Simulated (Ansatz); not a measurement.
# Al₂H₆S₂: basis-set convergence

One table from this session's results is given with a row withheld; the runs are named, their logs left out.

Computed with Ansatz 0.2.0, Gaussian basis. Level: one geometry, several basis sets.

Plan: PBE0-D4/def2-SVP; ωB97M-V/def2-SVP; PBE0-D4/def2-QZVPP; ωB97M-V/def2-QZVPP; the functionals' def2-TZVPP values are taken from earlier runs.

## The relaxed structure

All runs share one geometry, relaxed beforehand with PBE0-D4 in a triple-zeta def2 set.

SMILES `[AlH2-]1[SH+][AlH2-][SH+]1`, 10 atoms, charge 0, spin multiplicity 1.

Atoms are counted from 1 here; the program's logs count them from 0.

Bond lengths: Al1–S2 2.373 Å, Al1–S4 2.373 Å, Al1–H5 1.582 Å, Al1–H6 1.579 Å, S2–Al3 2.373 Å, S2–H7 1.345 Å, Al3–S4 2.373 Å, Al3–H8 1.582 Å, Al3–H9 1.579 Å, S4–H10 1.345 Å. Angles: S2–Al1–S4 95.7°, S2–Al1–H5 108.7°, S2–Al1–H6 106.1°, S4–Al1–H5 108.7°, S4–Al1–H6 106.0°, H5–Al1–H6 127.2°, Al1–S2–Al3 83.3°, Al1–S2–H7 95.3°, Al3–S2–H7 95.3°, S2–Al3–S4 95.7°, S2–Al3–H8 108.7°, S2–Al3–H9 106.1°, S4–Al3–H8 108.7°, S4–Al3–H9 106.0°, H8–Al3–H9 127.2°, Al1–S4–Al3 83.3°, Al1–S4–H10 95.3°, Al3–S4–H10 95.3°.

As a file:

```xyz
10
Al2H6S2
Al   -0.87670    1.14165   -0.69646
S     0.57742    1.17394    1.17822
Al    0.37385   -1.18532    1.02852
S    -0.70878   -1.19342   -1.08283
H    -0.17811    1.90460   -1.89377
H    -2.32953    1.38583   -0.12701
H     1.70961    1.24735    0.45648
H     1.81797   -1.80954    0.85962
H    -0.72653   -1.59696    2.08414
H     0.42379   -1.11935   -1.80391
```

The first run:

in.yaml reads:

```yaml
crystal:
  periodic: [false, false, false]
  atoms:
    - {symbol: Al, position_ang: [-0.876698, 1.141645, -0.696464]}
    - {symbol: S, position_ang: [0.577419, 1.173943, 1.178216]}
    - {symbol: Al, position_ang: [0.373852, -1.185316, 1.028524]}
    - {symbol: S, position_ang: [-0.708775, -1.193416, -1.082832]}
    - {symbol: H, position_ang: [-0.178112, 1.904600, -1.893767]}
    - {symbol: H, position_ang: [-2.329527, 1.385834, -0.127006]}
    - {symbol: H, position_ang: [1.709606, 1.247354, 0.456478]}
    - {symbol: H, position_ang: [1.817972, -1.809536, 0.859619]}
    - {symbol: H, position_ang: [-0.726529, -1.596956, 2.084143]}
    - {symbol: H, position_ang: [0.423791, -1.119352, -1.803911]}
basis:
  gaussian: {orbitals: def2-SVP}
hamiltonian: {xc: pbe0, dispersion: d4}
output: {orbitals: {seedname: orbitals}}
```

Among the steps run: PBE0-D4 in def2-SVP; ωB97M-V in def2-SVP; PBE0-D4 in def2-QZVPP; ωB97M-V in def2-QZVPP.

One table of the session follows, with a row left open; its other results are not shown here.

It belongs to the step «Functionals by basis». 

```
functional       basis  HOMO (eV)
   PBE0-D4    def2-SVP          ?
   PBE0-D4  def2-TZVPP      -8.33
   PBE0-D4  def2-QZVPP      -8.33
   ωB97M-V    def2-SVP     -10.45
   ωB97M-V  def2-TZVPP     -10.44
   ωB97M-V  def2-QZVPP     -10.44
```

**Question.** Estimate the row for PBE0-D4, def2-SVP.

**Answer.** HOMO (eV): -8.39. In the column «HOMO (eV)» it lies between ωB97M-V, def2-QZVPP (-10.44) and PBE0-D4, def2-TZVPP (-8.33).
